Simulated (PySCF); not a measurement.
# C3H9Tl: the cost of one run

Computed with PySCF 2.14.0 and routines of our own; the level stands in each step. Atoms count from 0.

## 1. The starting structure

13 atoms, charge 0, multiplicity 1; geometry from: GFN2-xTB.

## 2. NMR shieldings: PBE/pcJ-1 Tl:dyall-v2z, spin–orbit

What the job is given:

```
{"job": {"xc": "PBE", "basis": {"default": "pcJ-1", "Tl": "dyall-v2z"}, "rel": "so", "kind": "hnmr"}, "charge": 0, "multiplicity": 1}
C     -0.482377     2.279627    -0.153389
Tl     0.000956    -0.000003     0.025993
C      2.221995    -0.716320     0.153341
C     -1.740289    -1.559091     0.012677
H     -0.405019     2.577907    -1.195740
H      0.221664     2.869105     0.424500
H     -1.487632     2.494951     0.191890
H      2.414596    -1.151580     1.130052
H      2.908787     0.108532    -0.001074
H      2.409624    -1.475086    -0.600539
H     -2.643772    -1.128462     0.431056
H     -1.943348    -1.851681    -1.014509
H     -1.479573    -2.447413     0.578016
```

Level: PBE/pcJ-1 Tl:dyall-v2z GIAO NMR shielding, X2C with spin-orbit coupling, screened-nuclear two-electron part, Gaussian nuclei, gas phase.

Run with:

```bash
OMP_NUM_THREADS=1 python heavy_run.py task.json out
```

One launch serves the whole session: the jobs run in the order shown.

Q: Estimate the wall time and peak memory of this first job on 1 thread of Intel Xeon 6975P-C, shared host.

About 2 min, with a peak of 1.7 GiB.
